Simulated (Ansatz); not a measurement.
# SnSe2: the cost of one run

Computed with Ansatz 0.2.0 (DFT PBE, scalar-relativistic, plane waves, PAW, unless a step's input says otherwise).

1 further run of the same task is left out (it didn't finish).

### 1 The starting structure

The structure is tetragonal, space group P4/mmm (No. 123). Conventional cell: a = 4.970 Å, b = 4.970 Å, c = 14.000 Å, α = 90.00°, β = 90.00°, γ = 90.00°. Sn (site symmetry 4/mmm) has 4 Se at 2.49 Å as nearest neighbours. Around Se (site symmetry mmm) lie 2 Sn at 2.49 Å.

As a file:

```
CELL_PARAMETERS angstrom
4.97011 0.00000 0.00000
0.00000 4.97011 0.00000
0.00000 0.00000 14.00000
ATOMIC_POSITIONS crystal
Sn 0.00000 0.00000 0.50000
Se 0.00000 0.50000 0.50000
Se 0.50000 0.00000 0.50000
```

A structure generator made this guess: species swapped into a sheet modelled on a layer of CuI2, with Sn on the Cu sites and Se on the I sites. The dimensions are guesses.

Only a and b are periodic; c spans vacuum, so the box's volume, pressure and space group aren't properties of the sheet.

### 2 A first look at the guess

File input.yaml:

```yaml
crystal:
  lattice:
    - [4.97010869, 0.0, 0.0]
    - [0.0, 4.97010869, 0.0]
    - [0.0, 0.0, 14.0]
  atoms:
    - { symbol: Sn, position: [0.0, 0.0, 0.5] }
    - { symbol: Se, position: [0.0, 0.5, 0.5] }
    - { symbol: Se, position: [0.5, 0.0, 0.5] }
  periodic: [true, true, false]
basis:
  ecutwfc: 420
kpoints:
  mp_grid: { grid: [4, 4, 1] }
hamiltonian:
  xc: pbe
scf:
  occupations: { method: gaussian, width: 0.1 }
  lower_state_search: "off"
output:
  forces: true
  stress: true
  eigenvalues: true
```

Launch:

```sh
$ ansatz run input.yaml --threads 1 --pin off --max-ram 2048MiB --backend cpu --events-out ev --progress --plain --runs-dir out
```

**Question.** How long does this run take on 1 thread of Arm Neoverse V2, shared host, and how much memory does it need?

About 7 s, with a peak of 0.62 GiB.
